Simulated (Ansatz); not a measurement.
# Al (diamond type): the cost of one run

Method: DFT PBEsol, with the methods named in each step, in Ansatz 0.2.0.

This is Al in the diamond structure; at room conditions it is fcc.

## Step 1: The starting structure

The structure is cubic, space group Fd-3m (No. 227). The conventional cell has a = 5.483 Å, b = 5.483 Å, c = 5.483 Å, α = 90.00°, β = 90.00°, γ = 90.00°. Al (site symmetry -43m) is surrounded by 4 Al at 2.37 Å.

Structure file:

```
Al
1.0
     0.00000    2.74152    2.74152
     2.74152    0.00000    2.74152
     2.74152    2.74152    0.00000
Al
2
Direct
  0.87500 0.87500 0.87500
  0.12500 0.12500 0.12500
```

Atoms are numbered in the order of the input: Al1, Al2.

## Step 2: The bond as given, LAPW

The input, input.yaml:

```yaml
crystal:
  lattice:
    - [0.0, 2.7415165562, 2.7415165562]
    - [2.7415165562, 0.0, 2.7415165562]
    - [2.7415165562, 2.7415165562, 0.0]
  atoms:
    - { symbol: Al, position: [-0.125, -0.125, -0.125] }
    - { symbol: Al, position: [0.125, 0.125, 0.125] }
kpoints:
  mp_grid: { grid: [10, 10, 10] }
scf:
  occupations: { method: fermi_dirac, width: 0.05 }
hamiltonian:
  xc: pbesol
  pseudopotentials: { kind: all_electron, lapw: { basis_error: 0.001 } }
output:
  forces: true
  stress: true
  eigenvalues: true
  populations: true
```

Started as:

```
$ ansatz run input.yaml --threads 1 --pin off --max-ram 2048MiB --backend cpu --events-out ev --progress --plain --runs-dir out
```

**Question.** How long does this run take on 1 thread of Arm Neoverse V1, shared host, and how much memory does it need?

About 4.7 s, with a peak of 0.24 GiB.
